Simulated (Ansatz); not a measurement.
C2H7NSi, SMILES N=CC[SiH3]: vertical spin-state energies, run with Ansatz 0.2.0, Python API.

`c2h7nsi.xyz`
```text
11

N    -1.71140    1.39290    0.61530
C    -0.57930    0.94670    0.76530
C    -0.24380   -0.45730    0.38460
Si    1.20050   -0.55860   -0.88590
H    -2.39700    0.74040    0.17680
H     0.20860    1.60250    1.20970
H     0.15480   -0.94670    1.32160
H    -1.06500   -0.97480    0.04820
H     1.48350   -1.97420   -1.08220
H     0.68240    0.02980   -2.14190
H     2.33200    0.14240   -0.39090
```

`c2h7nsi_spin.py`
```python
"""Vertical spin-state energies of C2H7NSi."""

import ansatz as az

mol = az.Crystal.molecule_from_extxyz("c2h7nsi.xyz")

setup = (
    mol.calculation()
    .basis(gaussian="def2-SVPD")
    .functional("r2scan")
)
found = {}
for unpaired in [0, 2]:
    rep = setup.spin("collinear", total=unpaired).run().report
    s = unpaired / 2
    found[unpaired] = rep["free_energy_ev"]
    print(f"2S+1 = {unpaired + 1}: E = {found[unpaired]:.5f} eV, <S^2> = {abs(rep['mean_field']['state']['spin_squared']):.3f} (pure state {s * (s + 1):.2f})")
lowest = min(found, key=found.get)
for unpaired, e in found.items():
    print(f"multiplicity {unpaired + 1}: {23.060548 * (e - found[lowest]):.1f} kcal/mol above the lowest")
```

Which spin state is lowest at this geometry, and how far above lie the others?

In order: multiplicity 1 (+0.00 eV) and multiplicity 3 (+4.29 eV), all at the one geometry.

The output:

```console
$ python c2h7nsi_spin.py
2S+1 = 1: E = -11546.72969 eV, <S^2> = 0.000 (pure state 0.00)
2S+1 = 3: E = -11542.43545 eV, <S^2> = 2.009 (pure state 2.00)
multiplicity 1: 0.0 kcal/mol above the lowest
multiplicity 3: 99.0 kcal/mol above the lowest
```

Total energies depend on the basis set; only differences at equal settings carry meaning. The geometry is a force-field or estimated start, not a minimum of this method, and the basis set is short of its limit. All parts are taken at fixed geometry, without zero-point energy. It ran for 15 s on 1 thread of Intel(R) Xeon(R) 6975P-C (Granite Rapids), on a shared host, peak memory 0.42 GiB.
